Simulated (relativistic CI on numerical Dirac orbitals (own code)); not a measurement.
**Dy⁶¹⁺: one ion under different settings**

How much do the settings matter for Dy⁶¹⁺? One ion, several inputs.

Program: relativistic CI on numerical Dirac orbitals (own code) version 3. Level of theory: Dirac-Coulomb-Breit CI, KLI orbitals optimised for each configuration, model QED (radiative potential, 1s self-energy scaled to tabulated hydrogen-like ionisation energies), numerical settings as typed. These are calculated values, not measurements, unless marked.

## (1) The atom as given

- ion: Dy⁶¹⁺ (Dy LXII)
- nuclear charge: 66
- electrons: 5
- isotope: A = 164

## (2) Usual settings

Settings, as recorded:

```ini
atom Dy  Z=66  charge=61  electrons=5
nucleus A=164  rms_radius_fm=5.2218
hamiltonian dirac-coulomb  breit=on  qed=on  c_scale=1
orbitals kli  potential=per-configuration
slater_scale 1
correlation none
mixing on
grid step=0.0125 r_max=2.2
scf mixing=0.4 start=green max_iterations=150 tolerance=2e-08 node_fill=0.05
configurations
  [He] 2s2 2p
  [He] 2s 2p2
end
```

The run is started by

```console
> python run_levels.py task.json out
```

The settings of every run stand in task.json; they run in order.

## (3) Nuclear radius 5.744, grid step 0.008, end of the grid 1.1

Settings, as recorded:

```ini
atom Dy  Z=66  charge=61  electrons=5
nucleus A=164  rms_radius_fm=5.7440
hamiltonian dirac-coulomb  breit=on  qed=on  c_scale=1
orbitals kli  potential=per-configuration
slater_scale 1
correlation none
mixing on
grid step=0.008 r_max=1.1
scf mixing=0.4 start=green max_iterations=150 tolerance=2e-08 node_fill=0.05
configurations
  [He] 2s2 2p
  [He] 2s 2p2
end
```

## (4) Start potential bare, node fill 0.2, tolerance 0.0001

Settings, as recorded:

```ini
atom Dy  Z=66  charge=61  electrons=5
nucleus A=164  rms_radius_fm=5.2218
hamiltonian dirac-coulomb  breit=on  qed=on  c_scale=1
orbitals kli  potential=per-configuration
slater_scale 1
correlation none
mixing on
grid step=0.0125 r_max=2.2
scf mixing=0.4 start=bare max_iterations=150 tolerance=0.0001 node_fill=0.2
configurations
  [He] 2s2 2p
  [He] 2s 2p2
end
```

## (5) Tolerance 1e-06

Settings: those of step 4 with these lines changed.

```diff
@@ -8,3 +8,3 @@
 grid step=0.0125 r_max=2.2
-scf mixing=0.4 start=bare max_iterations=150 tolerance=0.0001 node_fill=0.2
+scf mixing=0.4 start=green max_iterations=150 tolerance=1e-06 node_fill=0.05
 configurations
```

## (6) Grid step 0.006

Settings: those of step 5 with these lines changed.

```diff
@@ -7,4 +7,4 @@
 mixing on
-grid step=0.0125 r_max=2.2
-scf mixing=0.4 start=green max_iterations=150 tolerance=1e-06 node_fill=0.05
+grid step=0.006 r_max=2.2
+scf mixing=0.4 start=green max_iterations=150 tolerance=2e-08 node_fill=0.05
 configurations
```

## (7) Potential mixing 0.001

Settings: those of step 6 with these lines changed.

```diff
@@ -7,4 +7,4 @@
 mixing on
-grid step=0.006 r_max=2.2
-scf mixing=0.4 start=green max_iterations=150 tolerance=2e-08 node_fill=0.05
+grid step=0.0125 r_max=2.2
+scf mixing=0.001 start=green max_iterations=87 tolerance=2e-08 node_fill=0.05
 configurations
```

## (8) Slater scale 0

Settings, as recorded:

```ini
atom Dy  Z=66  charge=61  electrons=5
nucleus A=164  rms_radius_fm=5.2218
hamiltonian dirac-coulomb  breit=on  qed=on  c_scale=1
orbitals kli  potential=per-configuration
slater_scale 0
correlation none
mixing on
grid step=0.0125 r_max=2.2
scf mixing=0.4 start=green max_iterations=98 tolerance=2e-08 node_fill=0.05
configurations
  [He] 2s2 2p
  [He] 2s 2p2
end
```

(Steps that only read results are left out.)

Before running it: what results should come out? Wanted: lowest level, usual settings; total energy; first excitation.

The runs gave:

| setting | total energy less usual (Ha) | largest shift of a level among the lowest eight of both runs, same label and place (cm⁻¹) | SCF iterations | time | lowest level | kind of change |
| --- | --- | --- | --- | --- | --- | --- |
| usual | 0 | 0 | 14 | 0.09 s | 2p 2P°1/2 | - |
| nuclear radius 5.744, grid step 0.008, end of the grid 1.1 | 0.188 | 2690 | 14 | 0.14 s | 2p 2P°1/2 | unphysical constant |
| start potential bare, node fill 0.2, tolerance 0.0001 | -0.00586 | 949 | 9 | 0.088 s | 2p 2P°1/2 | numerical |
| tolerance 1e-06 | 0 | 0.0613 | 13 | 0.095 s | 2p 2P°1/2 | numerical |
| grid step 0.006 | -6.77e-05 | 0.0268 | 15 | 0.18 s | 2p 2P°1/2 | numerical |
| potential mixing 0.001 | 0 | 0 | 20 | 0.085 s | 2p 2P°1/2 | extreme, harmless here |
| Slater scale 0 | 0 | 338000 | 14 | 0.075 s | 2p 2P°1/2 | unsound |

```
                    quantity          value
lowest level, usual settings      2p 2P°1/2
                total energy  -6227.6357 Ha
            first excitation      221.05 eV
```

**Reading.** Among the runs whose levels can be followed, they move most under «Slater scale 0» (unsound), by up to 338000 cm⁻¹. No visible change in the result comes from «tolerance 1e-06» or «potential mixing 0.001». Only the listed configurations are in the model.
